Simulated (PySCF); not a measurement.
# C5H8Si: the cost of one run

The runs use PySCF 2.14.0, with density-fitted response routines of our own; the level of theory stands in each step. All values are computed, except where a source is named. Atoms are numbered from 0 throughout.

### 1 The starting structure

14 atoms, charge 0, multiplicity 1; geometry from: GFN2-xTB. The atoms were then displaced at random by about 0.01 Å, so the start is not that level's minimum.

Bonds of the start (Å): C0–C1 1.52, C1–C2 1.35, C2–Si3 1.83, Si3–C4 1.89, C4–C5 1.33, C5–C1 1.46, C0–H6 1.09, C0–H7 1.06, C0–H8 1.11, C2–H9 1.09, Si3–H10 1.49, Si3–H11 1.47, C4–H12 1.08, C5–H13 1.08.

### 2 Relaxing the molecule at PBE0-D3(BJ)/def2-SVP

Job settings and geometry (Å):

```
{"job": {"xc": "PBE0", "basis": "def2-SVP", "d3": "d3bj", "grid": 1, "shake": 0.01, "kind": "geom"}, "charge": 0, "multiplicity": 1}
C      2.136530    -0.024080    -0.203810
C      0.626280     0.050660    -0.047590
C     -0.094110     1.117780     0.355850
Si    -1.873930     0.705240     0.406410
C     -1.485930    -1.043020    -0.197880
C     -0.164670    -1.133210    -0.352970
H      2.384090    -0.242970    -1.239120
H      2.552850    -0.770330     0.425360
H      2.570370     0.959220     0.071870
H      0.398860     2.051520     0.626950
H     -2.499080     0.726520     1.761790
H     -2.707090     1.464070    -0.540640
H     -2.181570    -1.846530    -0.394070
H      0.330240    -2.029970    -0.679910
```

Launch:

```
$ OMP_NUM_THREADS=1 python probes_run.py task.json out
```

One launch serves the whole session: the jobs run in the order shown.

Q: Estimate the wall time and peak memory of this first job on 1 thread of Arm Neoverse V2, shared host.

About 29 s, with a peak of 0.5 GiB.
